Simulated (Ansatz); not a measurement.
# CH₈AlFSi₂: a ladder of functionals and wavefunction methods

Aim: compute CH₈AlFSi₂ with functionals from several rungs and with coupled cluster. The yardstick is the atomisation energy at the CCSD(T) limit.

Method: functionals in def2-TZVPP, the program's frozen cores in correlated methods; program: Ansatz 0.2.0, Gaussian basis.

The runs, in order: PBE-D4, r2SCAN-D4, PBE0-D4, B3LYP-D4, ωB97X-V, ωB97M-V, B2PLYP; CCSD(T)/def2-TZVPP; MP2/def2-QZVPP; extrapolation to the limit.

### 1 Structure used throughout

An earlier PBE0-D4 in a triple-zeta def2 set relaxation fixed the geometry.

SMILES `F[SiH]([SiH3])[CH2][AlH2]`, 13 atoms, charge 0, spin multiplicity 1.

Atoms are counted from 1 here; the program's logs count them from 0.

Bond lengths: F1–Si2 1.606 Å, Si2–Si3 2.348 Å, Si2–C4 1.832 Å, Si2–H6 1.485 Å, Si3–H7 1.532 Å, Si3–H8 1.486 Å, Si3–H9 1.484 Å, C4–Al5 1.991 Å, C4–H10 1.095 Å, C4–H11 1.094 Å, Al5–H12 1.586 Å, Al5–H13 1.588 Å. Angles: F1–Si2–Si3 111.2°, F1–Si2–C4 116.4°, F1–Si2–H6 107.1°, Si3–Si2–C4 100.4°, Si3–Si2–H6 109.7°, C4–Si2–H6 111.8°, Si2–Si3–H7 100.7°, Si2–Si3–H8 115.0°, Si2–Si3–H9 120.2°, H7–Si3–H8 103.5°, H7–Si3–H9 104.5°, H8–Si3–H9 110.4°, Si2–C4–Al5 104.8°, Si2–C4–H10 111.1°, Si2–C4–H11 112.8°, Al5–C4–H10 107.1°, Al5–C4–H11 112.0°, H10–C4–H11 108.8° and more.

### 2 PBE-D4 (GGA)

Input file in.yaml:

```yaml
crystal:
  periodic: [false, false, false]
  atoms:
    - {symbol: F, position_ang: [-2.816195, 0.135201, -0.555293]}
    - {symbol: Si, position_ang: [-1.321216, 0.546028, -0.135887]}
    - {symbol: Si, position_ang: [-0.446088, -0.945132, 1.453427]}
    - {symbol: C, position_ang: [-0.044383, 0.421584, -1.443054]}
    - {symbol: Al, position_ang: [1.681226, 0.296125, -0.458795]}
    - {symbol: H, position_ang: [-1.388692, 1.912305, 0.442118]}
    - {symbol: H, position_ang: [1.055470, -0.784776, 1.197698]}
    - {symbol: H, position_ang: [-0.695656, -2.381811, 1.169040]}
    - {symbol: H, position_ang: [-0.606620, -0.669085, 2.902521]}
    - {symbol: H, position_ang: [-0.155607, -0.504422, -2.017124]}
    - {symbol: H, position_ang: [-0.060868, 1.269399, -2.134372]}
    - {symbol: H, position_ang: [2.696392, -0.860465, -0.843952]}
    - {symbol: H, position_ang: [2.122638, 1.530250, 0.438573]}
basis:
  gaussian: {orbitals: def2-TZVPP}
hamiltonian: {xc: pbe, dispersion: d4}
output: {forces: true, orbitals: {seedname: orbitals}}
```

The run is started by

```bash
$ ansatz run in.yaml --threads 4 --pin off --events-out ev --progress --plain --max-ram 10444MiB
```

The runs that follow: r2SCAN-D4 (meta-GGA); PBE0-D4 (hybrid); B3LYP-D4 (hybrid); ωB97X-V (range-separated); ωB97M-V (range-separated); B2PLYP (double hybrid); CCSD(T) in def2-TZVPP; MP2 in def2-QZVPP.

Q: Predict the results of all the runs planned. Wanted: atomisation energy, CCSD(T)/CBS; farthest; mean size of error, hybrid; mean size of error, range-separated; gap, smallest and largest; T1 diagnostic; triples share of the correlation energy.

**Answer**, as computed:

| quantity | value |
| --- | --- |
| atomisation energy, CCSD(T)/CBS | 1004.4 kcal/mol |
| functionals within 5.0 kcal/mol (0.5 %) | r2SCAN-D4, ωB97X-V, ωB97M-V |
| farthest | B2PLYP (-18.4 kcal/mol) |
| mean size of error, hybrid | 9.3 kcal/mol |
| mean size of error, range-separated | 2.7 kcal/mol |
| gap, smallest and largest | 5.11 eV (PBE-D4), 11.42 eV (ωB97X-V) |
| T1 diagnostic | 0.0125 |
| triples share of the correlation energy | 3.3 % |

In words: PBE-D4 misses by -6.6 kcal/mol. Double hybrids carry the basis error of their MP2 part in triple zeta, and no dispersion term here, so their miss is partly the set-up's. Misses under about 5.0 kcal/mol are within the doubt on the reference itself, which lacks core-valence correlation, relativity and higher excitations. Hartree-Fock recovers 76 % of the binding; the rest is correlation. Orbital gaps span 5.1 to 11.4 eV; exact exchange widens them.
